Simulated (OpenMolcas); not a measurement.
# One shape, several levels: C2HBF2 (SMILES C#CB(F)F)

Aim: a comparison of 6 runs (HF/STO-3G, B3LYP/6-31G*, B2PLYP/def2-SVPD, BLYP/def2-SVPD, M06-2X/def2-SVPD, PBE0/def2-SVPD) of C2HBF2. 

Program for the calculation: OpenMolcas 26.06.

1 further run of the same task is left out (set aside as unsound or not needed).

**1. The system as given**

C2HBF2: 6 atoms, total charge 0, spin state singlet. SMILES: `C#CB(F)F`. The shape is that of a PBE0-D4/def2-TZVP optimisation.

Bond lengths: C1–C2 1.203 Å, C2–B3 1.521 Å, B3–F4 1.316 Å, B3–F5 1.316 Å, C1–H6 1.066 Å. Angles: C1–C2–B3 180.0°, C2–B3–F4 121.1°, C2–B3–F5 121.1°, F4–B3–F5 117.8°, C2–C1–H6 180.0°.

**2. Energy and gradient at HF/STO-3G (run 1)**

Contents of job.inp:

```
* C2HBF2 Hartree-Fock

&GATEWAY
 BasLib=$CurrDir
 Coord
 6
 angstrom
 C       -0.883700       0.450800       1.253400
 C       -0.218600       0.106200       0.311700
 B        0.622000      -0.329200      -0.878400
 F        0.153600      -1.179500      -1.766600
 F        1.841700       0.131700      -1.054100
 H       -1.473000       0.756000       2.087900
 Basis=STO-3G
 Group=NoSym

&SEWARD

&SCF
 Thresholds=1e-10 1e-07 1e-07 1e-05
 PrOrbitals=1

&ALASKA
```

The basis set STO-3G is read from a file made from the Basis Set Exchange's data (not shown).

The run is started by

```bash
$ export MOLCAS_MEM=1860
$ pymolcas job.inp > job.log
```

What it wrote:

```text
--- Start Module: gateway ---
[...]
--- Stop Module: gateway /rc=_RC_ALL_IS_WELL_ ---
[...]
      Basis functions           26
[...]
--- Start Module: scf ---
[...]
       Convergence after  12 Iterations
[...]
::    Total SCF energy                               -295.8805939043
[...]
      Total spin, S                                     0.0000000000
[...]
      Total electronic charge=   36.000000
      Total            charge=   -0.000000
[...]
      Dipole Moment (debye):
      Origin of the operator (angstrom)=    0.4059   -0.2173   -0.5725
                   X= -4.9576E-01               Y=  2.5734E-01               Z=  7.0260E-01           Total=  8.9758E-01
      Quadrupole Moment (debye*angstrom):
[...]
--- Stop Module: scf /rc=_RC_ALL_IS_WELL_ ---
--- Start Module: alaska ---
[...]
 *              Molecular gradients               *
 **************************************************
  Irreducible representation: a
 ------------------------------------------------------------------------------------------
                              X                       Y                       Z
 ------------------------------------------------------------------------------------------
  C1               -4.24126878159647E-02    2.19872311399492E-02    6.00417707941734E-02
  C2                4.85206993574390E-02   -2.51576627371259E-02   -6.87086416810336E-02
  B3               -1.25954435008313E-02    6.64489582874406E-03    1.79897352658926E-02
  F4               -5.18891261322452E-03   -7.63178527538777E-03   -7.29737791748875E-03
  F5                1.06373589841269E-02    4.70024916100797E-03   -5.61803142874018E-04
  H6                1.03898558844717E-03   -5.42928117213126E-04   -1.46368331868318E-03
 ------------------------------------------------------------------------------------------
--- Stop Module: alaska /rc=_RC_ALL_IS_WELL_ ---
[...]
```

It took 1.5 s on 1 thread of Intel Xeon 6975P-C (Granite Rapids), shared host; peak memory 0.37 GiB.

**3. Energy and gradient at B3LYP/6-31G(d) (Cartesian functions) (run 2)**

Contents of run.inp:

```
* C2HBF2 Kohn-Sham DFT
>>> EXPORT MOLCAS_PRINT=2
&GATEWAY
BASLIB = $CurrDir
COORD
6
angstrom
C       -0.883700       0.450800       1.253400
C       -0.218600       0.106200       0.311700
B        0.622000      -0.329200      -0.878400
F        0.153600      -1.179500      -1.766600
F        1.841700       0.131700      -1.054100
H       -1.473000       0.756000       2.087900
BASIS = 6-31Gs
GROUP = NoSym
&SEWARD
GRIDINPUT
Grid=UltraFine
End of Grid
&SCF
KSDFT = B3LYP
THRESHOLDS = 1e-10 1e-07 1e-07 1e-05
PRORBITALS = 1 2
&ALASKA
```

The basis set 6-31G* is read from a file made from the Basis Set Exchange's data (not shown).

The run is started by

```bash
$ export MOLCAS_MEM=1860
$ pymolcas run.inp > run.log
```

What it wrote:

```text
--- Start Module: gateway ---
[...]
--- Stop Module: gateway /rc=_RC_ALL_IS_WELL_ ---
[...]
      Basis functions           77
[...]
--- Start Module: scf ---
[...]
       Convergence after  14 Iterations
[...]
::    Total KS-DFT energy                            -301.4061959471
[...]
      Total spin, S                                     0.0000000000
[...]
      Total electronic charge=   36.000000
      Total            charge=   -0.000000
[...]
      Dipole Moment (debye):
      Origin of the operator (angstrom)=    0.4059   -0.2173   -0.5725
                   X= -9.8985E-01               Y=  5.1336E-01               Z=  1.4024E+00           Total=  1.7916E+00
      Quadrupole Moment (debye*angstrom):
[...]
--- Stop Module: scf /rc=_RC_ALL_IS_WELL_ ---
[...]
--- Start Module: alaska ---
[...]
 *              Molecular gradients               *
 **************************************************
  Irreducible representation: a
 ------------------------------------------------------------------------------------------
                              X                       Y                       Z
 ------------------------------------------------------------------------------------------
  C1                9.28384722561315E-03   -4.80315923035146E-03   -1.31504865359560E-02
  C2               -9.41283908309387E-03    4.86510209349389E-03    1.33207646295406E-02
  B3                3.45518634587738E-03   -1.69423883752551E-03   -4.76576373801540E-03
  F4                2.78723769230371E-03    4.71616440544054E-03    4.80120068893086E-03
  F5               -6.82223387504521E-03   -2.71405525097457E-03    7.93224774572554E-04
  H6                7.08801694414340E-04   -3.69813180057132E-04   -9.98939819014666E-04
 ------------------------------------------------------------------------------------------
--- Stop Module: alaska /rc=_RC_ALL_IS_WELL_ ---
[...]
```

Run time: 15 s. Hardware: 1 thread of Intel Xeon 6975P-C (Granite Rapids), shared host; peak memory 0.44 GiB.

Runs 3 to 4 aren't shown in full; the table further down has their settings and results.

**4. Energy and forces at M06-2X/def2-SVPD (run 5)**

Contents of job.input:

```
* C2HBF2 Kohn-Sham DFT

&GATEWAY
  BasLib=$CurrDir
  Coord
  6
  bohr
  C     -1.66995098     0.85188854     2.36858272
  C     -0.41309413     0.20068891     0.58902763
  B      1.17540965    -0.62209784    -1.65993543
  F      0.29026193    -2.22893196    -3.33839017
  F      3.48030860     0.24887693    -1.99196031
  H     -2.78356658     1.42863295     3.94555918
  Basis=def2-SVPD
  Group=NoSym

&SEWARD
  GridInput
  Grid=UltraFine
  End of Grid

&SCF
  KSDFT=M062X
  Thresholds=1e-10 1e-07 1e-07 1e-05
  PrOrbitals=1 1

&ALASKA
```

The basis set def2-SVPD is read from a file made from the Basis Set Exchange's data (not shown).

The run is started by

```bash
$ export MOLCAS_MEM=1860
$ pymolcas job.input > job.log
```

What it wrote:

```text
--- Start Module: gateway ---
[...]
--- Stop Module: gateway /rc=_RC_ALL_IS_WELL_ ---
[...]
      Basis functions          114
[...]
--- Start Module: scf ---
[...]
       Convergence after  14 Iterations
[...]
::    Total KS-DFT energy                            -301.0905410707
[...]
      Total spin, S                                     0.0000000000
[...]
      Total electronic charge=   36.000000
      Total            charge=   -0.000000
[...]
      Dipole Moment (debye):
      Origin of the operator (angstrom)=    0.4059   -0.2173   -0.5725
                   X= -1.1142E+00               Y=  5.7786E-01               Z=  1.5785E+00           Total=  2.0167E+00
      Quadrupole Moment (debye*angstrom):
[...]
--- Stop Module: scf /rc=_RC_ALL_IS_WELL_ ---
[...]
--- Start Module: alaska ---
[...]
 *              Molecular gradients               *
 **************************************************
  Irreducible representation: a
 ------------------------------------------------------------------------------------------
                              X                       Y                       Z
 ------------------------------------------------------------------------------------------
  C1                5.41739099899941E-03   -2.79908210747548E-03   -7.67698017274476E-03
  C2               -5.06805176651248E-03    2.61422002294731E-03    7.17158423150099E-03
  B3               -1.11226837531864E-03    6.67684488885767E-04    1.69404709185828E-03
  F4                8.89389296160559E-04    2.44692052318030E-03    2.87177086900492E-03
  F5               -3.69234262170082E-03   -1.07947916835105E-03    9.83901691577138E-04
  H6                3.56588246839995E-03   -1.85026375923592E-03   -5.04432371123631E-03
 ------------------------------------------------------------------------------------------
--- Stop Module: alaska /rc=_RC_ALL_IS_WELL_ ---
[...]
```

Wall time 42 s (1 thread of Intel Xeon 6975P-C (Granite Rapids), shared host); peak memory 0.69 GiB.

**5. Energy and forces at PBE0/def2-SVPD (run 6)**

Contents of run.input:

```
&GATEWAY
BasLib = $CurrDir
Coord
6
bohr
C     -1.66995098     0.85188854     2.36858272
C     -0.41309413     0.20068891     0.58902763
B      1.17540965    -0.62209784    -1.65993543
F      0.29026193    -2.22893196    -3.33839017
F      3.48030860     0.24887693    -1.99196031
H     -2.78356658     1.42863295     3.94555918
Basis = def2-SVPD
Group = NoSym
&SEWARD
GridInput
Grid=UltraFine
End of Grid
&SCF
KSDFT = PBE0
Thresholds = 1e-10 1e-07 1e-07 1e-05
PrOrbitals = 0
&ALASKA
```

The basis set def2-SVPD is read from a file made from the Basis Set Exchange's data (not shown).

The run is started by

```bash
$ export MOLCAS_MEM=1860
$ pymolcas run.input > run.log
```

What it wrote:

```text
--- Start Module: gateway ---
[...]
--- Stop Module: gateway /rc=_RC_ALL_IS_WELL_ ---
[...]
      Basis functions          114
[...]
--- Start Module: scf ---
[...]
       Convergence after  15 Iterations
[...]
::    Total KS-DFT energy                            -300.8737009197
[...]
      Total spin, S                                     0.0000000000
[...]
      Total electronic charge=   36.000000
      Total            charge=   -0.000000
[...]
      Dipole Moment (debye):
      Origin of the operator (angstrom)=    0.4059   -0.2173   -0.5725
                   X= -1.1210E+00               Y=  5.8135E-01               Z=  1.5881E+00           Total=  2.0289E+00
      Quadrupole Moment (debye*angstrom):
[...]
--- Stop Module: scf /rc=_RC_ALL_IS_WELL_ ---
[...]
--- Start Module: alaska ---
[...]
 *              Molecular gradients               *
 **************************************************
  Irreducible representation: a
 ------------------------------------------------------------------------------------------
                              X                       Y                       Z
 ------------------------------------------------------------------------------------------
  C1                9.22562452461229E-03   -4.77272147353958E-03   -1.30686984479995E-02
  C2               -1.15487873116571E-02    5.97201880502940E-03    1.63472688976172E-02
  B3                1.92870332039563E-03   -9.09758366349656E-04   -2.61415902036388E-03
  F4                1.10230839500591E-03    3.00837615652050E-03    3.52371466848922E-03
  F5               -4.51487348846946E-03   -1.32300555803067E-03    1.19779506941287E-03
  H6                3.80702456005966E-03   -1.97490956360313E-03   -5.38592116722292E-03
 ------------------------------------------------------------------------------------------
--- Stop Module: alaska /rc=_RC_ALL_IS_WELL_ ---
[...]
```

Wall time 38 s (1 thread of Intel Xeon 6975P-C (Granite Rapids), shared host); peak memory 0.69 GiB.

**6. The series**

```tsv
run	level	Cartesian functions	integration grid	energy (Eh)	dipole moment (D)	HOMO energy (eV)	LUMO energy (eV)	wall time
1	HF/STO-3G	no	–	-295.880594	0.90	-9.52	6.64	1.5 s
2	B3LYP/6-31G* (Cartesian functions)	yes	UltraFine	-301.406196	1.79	-8.20	-1.20	15 s
3	B2PLYP/def2-SVPD	no	UltraFine	-300.954289	2.14	-10.04	-0.17	31 s
4	BLYP/def2-SVPD	no	UltraFine	-301.149607	1.92	-7.51	-2.40	35 s
5	M06-2X/def2-SVPD	no	UltraFine	-301.090541	2.02	-10.26	-0.57	42 s
6	PBE0/def2-SVPD	no	UltraFine	-300.873701	2.03	-8.99	-1.59	38 s
```

**7. Outcome**

| quantity | value |
| --- | --- |
| run 6: total energy | -300.87370 Eh |
| run 6: dipole moment | 2.03 D |
| run 6: HOMO energy | -8.99 eV |
| run 6: LUMO energy | -1.59 eV |
| run 6: HOMO–LUMO gap | 7.40 eV |
| run 6: largest force on an atom | 1.074 eV/Å |

What this shows: The dipole moment (its size) runs from 0.90 D (HF/STO-3G) to 2.14 D (B2PLYP/def2-SVPD). The two ends differ in method and basis. A double hybrid's value is that of its SCF part. The HOMO–LUMO gap runs from 5.11 eV (BLYP/def2-SVPD) to 16.15 eV (HF/STO-3G). For B2PLYP the log adds the whole second-order term; the table takes 0.27 of it, as the functional is defined. Totals of different functionals can't be ranked against each other. In run 1 the basis is minimal, so the values are rough. All runs together took 2.7 min, the longest 42 s.
